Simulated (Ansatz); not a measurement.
**C4H8Sn: up Jacob's ladder to CCSD(T)**

The task here is to estimate one member of a computed series from the others.

Program: Ansatz 0.2.0, Gaussian basis. Level of theory: functionals in def2-TZVPP, the program's frozen cores in correlated methods. These are calculated values, not measurements.

Levels to be run: PBE-D4, r2SCAN-D4, PBE0-D4, B3LYP-D4, ωB97X-V, ωB97M-V, B2PLYP; CCSD(T)/def2-TZVPP; MP2/def2-QZVPP; extrapolation to the limit.

### Structure used throughout

The geometry comes from an earlier relaxation with PBE0-D4 in a triple-zeta def2 set; it is a stationary point, not always the lowest conformer. Sn takes the def2 core potential; no spin-orbit term is included.

SMILES `[SnH3][CH2]C1=CC1`, 13 atoms, charge 0, spin multiplicity 1.

Atoms are counted from 1 here; the program's logs count them from 0.

Bond lengths: Sn1–C2 2.170 Å, Sn1–H6 1.709 Å, Sn1–H7 1.705 Å, Sn1–H8 1.706 Å, C2–C3 1.454 Å, C2–H9 1.091 Å, C2–H10 1.092 Å, C3–C4 1.293 Å, C3–C5 1.499 Å, C4–C5 1.497 Å, C4–H11 1.076 Å, C5–H12 1.092 Å, C5–H13 1.093 Å. Angles: C2–Sn1–H6 108.8°, C2–Sn1–H7 109.8°, C2–Sn1–H8 108.6°, H6–Sn1–H7 109.6°, H6–Sn1–H8 110.0°, H7–Sn1–H8 110.0°, Sn1–C2–C3 109.8°, Sn1–C2–H9 107.5°, Sn1–C2–H10 106.2°, C3–C2–H9 112.2°, C3–C2–H10 111.6°, H9–C2–H10 109.3°, C2–C3–C4 152.4°, C2–C3–C5 143.1°, C4–C3–C5 64.4°, C3–C4–C5 64.5°, C3–C4–H11 150.2°, C5–C4–H11 145.2° and more.

The first run:

in.yaml reads:

```yaml
crystal:
  periodic: [false, false, false]
  atoms:
    - {symbol: Sn, position_ang: [-1.810561, 0.857343, 0.562807]}
    - {symbol: C, position_ang: [0.207886, 1.107302, -0.192435]}
    - {symbol: C, position_ang: [0.809691, -0.194151, -0.432111]}
    - {symbol: C, position_ang: [1.161020, -1.169209, -1.204971]}
    - {symbol: C, position_ang: [1.384343, -1.394430, 0.258322]}
    - {symbol: H, position_ang: [-2.506478, 2.401662, 0.792470]}
    - {symbol: H, position_ang: [-1.771387, 0.021642, 2.048895]}
    - {symbol: H, position_ang: [-2.714718, -0.026994, -0.581563]}
    - {symbol: H, position_ang: [0.146781, 1.707094, -1.102318]}
    - {symbol: H, position_ang: [0.751596, 1.666730, 0.571889]}
    - {symbol: H, position_ang: [1.241654, -1.599384, -2.188124]}
    - {symbol: H, position_ang: [2.393289, -1.340761, 0.672328]}
    - {symbol: H, position_ang: [0.727184, -2.071643, 0.809709]}
basis:
  gaussian: {orbitals: def2-TZVPP}
hamiltonian: {xc: pbe, dispersion: d4}
output: {forces: true, orbitals: {seedname: orbitals}}
```

Run with:

```sh
> ansatz run in.yaml --threads 2 --pin off --events-out ev --progress --plain --max-ram 20480MiB --backend cuda --devices 0, --max-vram 18GiB
```

Steps of the session up to this table: PBE-D4 (GGA); r2SCAN-D4 (meta-GGA); PBE0-D4 (hybrid); B3LYP-D4 (hybrid); ωB97X-V (range-separated); ωB97M-V (range-separated); B2PLYP (double hybrid); CCSD(T) in def2-TZVPP; MP2 in def2-QZVPP.

One of the session's tables, all rows but one given; the rest of the session is left out.

| method | atomisation energy (kJ/mol) |
| --- | --- |
| PBE-D4 | 4816.5 |
| r2SCAN-D4 | 4723.5 |
| PBE0-D4 | 4747.8 |
| B3LYP-D4 | 4705.7 |
| ωB97X-V | 4728.7 |
| ωB97M-V | 4718.1 |
| B2PLYP | 4653.7 |
| HF/def2-TZVPP | ? |
| MP2/def2-TZVPP | 4649.1 |
| CCSD/def2-TZVPP | 4532.2 |
| CCSD(T)/def2-TZVPP | 4606.2 |
| MP2/CBS | 4756.5 |
| CCSD(T)/CBS | 4713.6 |

**Question.** Estimate the row for HF/def2-TZVPP.

**Answer.** atomisation energy (kJ/mol): 3426.5. In the column «atomisation energy (kJ/mol)» it is the lowest.

Limits of these values: Free atoms (1 Sn, 4 C, 8 H) were run apart at each level; the atomisation energy is their sum less the molecule, without zero-point or spin-orbit terms.
